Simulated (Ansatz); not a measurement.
# C₅H₄ClF₅O₂Ti: basis-set convergence

An exercise on one series of results from a longer session: the logs are not shown, and one member is left open.

Program: Ansatz 0.2.0, Gaussian basis. Level of theory: one geometry, several basis sets. These are calculated values, not measurements.

The runs, in order: PBE0-D4/def2-SVP; ωB97M-V/def2-SVP; PBE0-D4/def2-QZVPP; ωB97M-V/def2-QZVPP; the functionals' def2-TZVPP values are taken from earlier runs.

### The geometry

The geometry comes from an earlier relaxation with PBE0-D4 in a triple-zeta def2 set; it is a stationary point, not always the lowest conformer.

SMILES `CC1=CC(C(F)(F)F)=[O+][Ti-]([F])([F])([Cl])[O]1`, 18 atoms, charge 0, spin multiplicity 1.

Atoms are counted from 1 here; the program's logs count them from 0.

Bond lengths: C1–C2 1.489 Å, C1–H15 1.092 Å, C1–H16 1.088 Å, C1–H17 1.093 Å, C2–C3 1.413 Å, C2–O14 1.254 Å, C3–C4 1.367 Å, C3–H18 1.078 Å, C4–C5 1.531 Å, C4–O9 1.275 Å, C5–F6 1.329 Å, C5–F7 1.330 Å, C5–F8 1.333 Å, O9–Ti10 1.949 Å, Ti10–F11 1.747 Å, Ti10–F12 1.753 Å, Ti10–Cl13 2.195 Å, Ti10–O14 2.038 Å. Angles: C2–C1–H15 109.1°, C2–C1–H16 112.4°, C2–C1–H17 108.6°, H15–C1–H16 110.1°, H15–C1–H17 106.9°, H16–C1–H17 109.6°, C1–C2–C3 120.9°, C1–C2–O14 117.3°, C3–C2–O14 121.8°, C2–C3–C4 119.5°, C2–C3–H18 120.4°, C4–C3–H18 120.1°, C3–C4–C5 120.4°, C3–C4–O9 126.9°, C5–C4–O9 112.7°, C4–C5–F6 110.1°, C4–C5–F7 110.0°, C4–C5–F8 111.9° and more.

Set-up of the first run:

in.yaml

```yaml
crystal:
  periodic: [false, false, false]
  atoms:
    - {symbol: C, position_ang: [-1.264966, -1.325997, 2.073843]}
    - {symbol: C, position_ang: [-0.458366, -0.714298, 0.981728]}
    - {symbol: C, position_ang: [-1.027066, 0.236316, 0.104212]}
    - {symbol: C, position_ang: [-0.262636, 0.775130, -0.892768]}
    - {symbol: C, position_ang: [-0.865831, 1.783916, -1.873650]}
    - {symbol: F, position_ang: [-0.200923, 2.933496, -1.813241]}
    - {symbol: F, position_ang: [-0.785766, 1.315463, -3.115575]}
    - {symbol: F, position_ang: [-2.148045, 2.031292, -1.605179]}
    - {symbol: O, position_ang: [0.965493, 0.529742, -1.133144]}
    - {symbol: Ti, position_ang: [2.336848, -0.557261, -0.274330]}
    - {symbol: F, position_ang: [2.585672, -2.273482, -0.486285]}
    - {symbol: F, position_ang: [3.407352, -0.014590, -1.552604]}
    - {symbol: Cl, position_ang: [3.333203, 0.316373, 1.475391]}
    - {symbol: O, position_ang: [0.736605, -1.078512, 0.875607]}
    - {symbol: H, position_ang: [-1.207268, -2.413622, 1.993913]}
    - {symbol: H, position_ang: [-2.304315, -1.004737, 2.052249]}
    - {symbol: H, position_ang: [-0.817009, -1.052853, 3.032999]}
    - {symbol: H, position_ang: [-2.060681, 0.524923, 0.208733]}
basis:
  gaussian: {orbitals: def2-SVP}
hamiltonian: {xc: pbe0, dispersion: d4}
output: {orbitals: {seedname: orbitals}}
```

Command:

```
ansatz run in.yaml --threads 11 --pin off --events-out ev --progress --plain --max-ram 120832MiB --backend cpu
```

Among the steps run: PBE0-D4 in def2-SVP; ωB97M-V in def2-SVP; PBE0-D4 in def2-QZVPP; ωB97M-V in def2-QZVPP.

One of the session's tables, all rows but one given; the rest of the session is left out.

It belongs to the step «Functionals by basis». 

| functional | basis | HOMO (eV) | LUMO (eV) |
| --- | --- | --- | --- |
| PBE0-D4 | def2-SVP | -8.44 | -3.23 |
| PBE0-D4 | def2-TZVPP | -8.50 | -3.25 |
| PBE0-D4 | def2-QZVPP | -8.51 | -3.26 |
| ωB97M-V | def2-SVP | -10.51 | -1.06 |
| ωB97M-V | def2-TZVPP | ? | ? |
| ωB97M-V | def2-QZVPP | -10.62 | -1.16 |

Estimate the missing values for ωB97M-V, def2-TZVPP.

The run gave: HOMO (eV): -10.60; LUMO (eV): -1.14. In the column «HOMO (eV)» it lies between ωB97M-V, def2-QZVPP (-10.62) and ωB97M-V, def2-SVP (-10.51).
